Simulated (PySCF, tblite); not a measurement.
**C₄H₁₂Si₃: geometry, infrared bands and NMR shifts**

Aim: predict the infrared bands and NMR shifts of C₄H₁₂Si₃ (`C=C[SiH2]/C([SiH3])=C/[SiH3]`).

The runs use tblite 0.8.0 and PySCF 2.14.0, with density-fitted response routines of our own; the level of theory stands in each step. All values are computed, except where a source is named. Atoms are numbered from 0 throughout.

**1. Starting geometry**

19 atoms, charge 0, multiplicity 1; geometry from: force field or distance geometry start.

Bonds of the start (Å): C0–C1 1.35, C1–Si2 1.82, Si2–C3 1.83, C3–Si4 1.85, C3–C5 1.32, C5–Si6 1.83, C0–H7 1.10, C0–H8 1.08, C1–H9 1.10, Si2–H10 1.48, Si2–H11 1.49, Si4–H12 1.49, Si4–H13 1.46, Si4–H14 1.45, C5–H15 1.08, Si6–H16 1.47, Si6–H17 1.49, Si6–H18 1.44.

**2. Relaxing the molecule with GFN2-xTB**

The job: settings as JSON, then the geometry in Å.

```
{"job": {"kind": "relax", "xc": "GFN2-xTB", "basis": "xTB"}, "charge": 0, "multiplicity": 1}
C     -2.372700    -1.406100     1.000100
C     -2.724200    -0.357700     0.231800
Si    -1.530400     0.764200    -0.554100
C      0.224400     0.424200    -0.183000
Si     1.244800     1.833500     0.437500
C      0.792700    -0.756400    -0.302700
Si     2.555600    -1.062900     0.086800
H     -1.319900    -1.653000     1.206700
H     -3.121800    -2.044800     1.452200
H     -3.799800    -0.179200     0.095100
H     -1.691100     0.815800    -2.024800
H     -1.850500     2.142100    -0.084400
H      0.576300     3.064100    -0.076800
H      2.595500     1.840700    -0.124800
H      1.165600     1.872100     1.887300
H      0.197300    -1.587300    -0.642300
H      3.185500    -1.637400    -1.106200
H      2.560800    -2.128100     1.133100
H      3.302200     0.065600     0.591500
```

Run with:

```console
OMP_NUM_THREADS=1 python probes_run.py task.json out
```

The driver reads the jobs from task.json and runs them one after another.

**Question.** This job is followed by: GFN2-xTB harmonic vibrations, gas phase; GIAO PBE0/pcSseg-1 NMR shielding, non-relativistic, gas phase. Predict these results of the whole session: strongest single infrared mode (GFN2-xTB); zero-point energy (GFN2-xTB); 13C shifts against TMS (PBE0/pcSseg-1); 1H shifts against TMS (PBE0/pcSseg-1, means over atoms taken as alike); 29Si shifts against TMS (PBE0/pcSseg-1).

As calculated:

| quantity | value |
| --- | --- |
| strongest single infrared mode (GFN2-xTB) | 2220 cm⁻¹, 514 km/mol |
| zero-point energy (GFN2-xTB) | 79.4 kcal/mol |
| 13C shifts against TMS (PBE0/pcSseg-1) | 172.9, 164.3, 143.6, 140.5 ppm |
| 1H shifts against TMS (PBE0/pcSseg-1, means over atoms taken as alike) | 8.18, 6.53, 6.43, 5.96, 4.76, 4.32, 4.24 ppm |
| 29Si shifts against TMS (PBE0/pcSseg-1) | -32.8, -84.4, -87.0 ppm |

**Reading.** Over 226 steps the energy fell by 0.562 eV; of the close pairs, Si2–C3 changed most, 1.826 to 1.895 Å. The lowest mode is imaginary (27i cm⁻¹), so the xTB geometry is not a minimum. The strongest single mode, at 2220 cm⁻¹, moves mainly H17 and H16. Unscaled tight-binding wavenumbers are off by several per cent, some by more. Its intensities can rank the bands wrongly.
